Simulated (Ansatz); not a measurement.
**Scandium, beta-Sn type under LDA: ground state and equation of state**

Aim: take scandium in the beta-Sn type structure, relax it, solve it on a dense k-mesh, switch on spin-orbit coupling, then scale the cell to 7 volumes from 88 to 112 % of the relaxed one and try a fit of the equation of state. The k-meshes are 11×11×8 for the relaxation; 20×20×18 for the dense run; 12×12×11 for spin-orbit coupling; 14×14×12 for the volumes.

Computed with Ansatz 0.2.0 (DFT LDA (PW92), plane waves (420 eV) with PAW, scalar-relativistic; PBE-made PAW files, unless a step says otherwise).

**1. The system as given**

It takes space group I4_1/amd (No. 141, tetragonal). Conventional cell: a = 5.772 Å, b = 5.772 Å, c = 3.152 Å, α = 90.00°, β = 90.00°, γ = 90.00°. Sc (site symmetry -4m2) has 6 Sc at 2.99 to 3.15 Å as nearest neighbours.

As a file:

```
CELL_PARAMETERS angstrom
-2.88612 2.88612 1.57582
2.88612 -2.88612 1.57582
2.88612 2.88612 -1.57582
ATOMIC_POSITIONS crystal
Sc 0.00000 0.00000 0.00000
Sc 0.75000 0.25000 0.50000
```

**2. Relaxation of the cell**

The input, input.yaml:

```yaml
crystal:
  lattice:
    - [-2.8861208363, 2.8861208363, 1.5758219766]
    - [2.8861208363, -2.8861208363, 1.5758219766]
    - [2.8861208363, 2.8861208363, -1.5758219766]
  atoms:
    - { symbol: Sc, position: [0.0, 0.0, 0.0] }
    - { symbol: Sc, position: [0.75, 0.25, 0.5] }
hamiltonian:
  xc: lda
  pseudopotentials:
    kind: paw
    azcp:
      Sc: "pseudopotentials/Sc.paw.azcp"
basis:
  ecutwfc: 420
  fft_grid_basis: typed
kpoints:
  mp_grid: { grid: [11, 11, 8], shift: [0, 0, 0] }
magnetization:
  spin_polarized: false
scf:
  occupations: { method: fermi_dirac, width: 0.1 }
relax:
  max_steps: 60
  f_tol: 0.01
  cell: {}
```

Further steps of the session: Dense single point; With spin-orbit coupling; The cell scaled to 88 % of its volume; The cell scaled to 92 % of its volume; The cell scaled to 96 % of its volume; The cell scaled to 100 % of its volume; The cell scaled to 104 % of its volume; The cell scaled to 108 % of its volume; The cell scaled to 112 % of its volume.

Before running it: what results should come out? Wanted: space group; conventional cell; volume; shortest distance; gap on the mesh; relative to hcp; V₀, B₀, B₀′.

**Answer**, as computed:

```
                      quantity                                   value
space group (spins left aside)                           Fddd (No. 70)
             conventional cell  a = 3.045 Å, b = 5.694 Å, c = 10.359 Å
                        volume                          22.454 Å³/atom
             shortest distance                                 3.045 Å
               gap on the mesh            none (levels filled in part)
               relative to hcp                           +109 meV/atom
                   V₀, B₀, B₀′             22.350 Å³/atom, 57 GPa, 3.1
```

The relaxation shrank the cell by 14.5 % in volume. What began as beta-Sn type has relaxed into Fddd. What follows belongs to that structure, not to the type named at the start. The mesh has less symmetry than the lattice, which may have let the distortion in. It lies 109 meV/atom above the element's reference form at the same level (hcp, from a run of its own). No gap shows: it is a metal or semimetal at this level. The total energy of the spin-orbit run (on a coarser mesh) lies -48 meV/atom from the scalar one; mesh and treatment of the core enter this figure, so it is no spin-orbit energy. The fitted modulus is 57 GPa; letting shape and positions relax at each volume could only lower it.
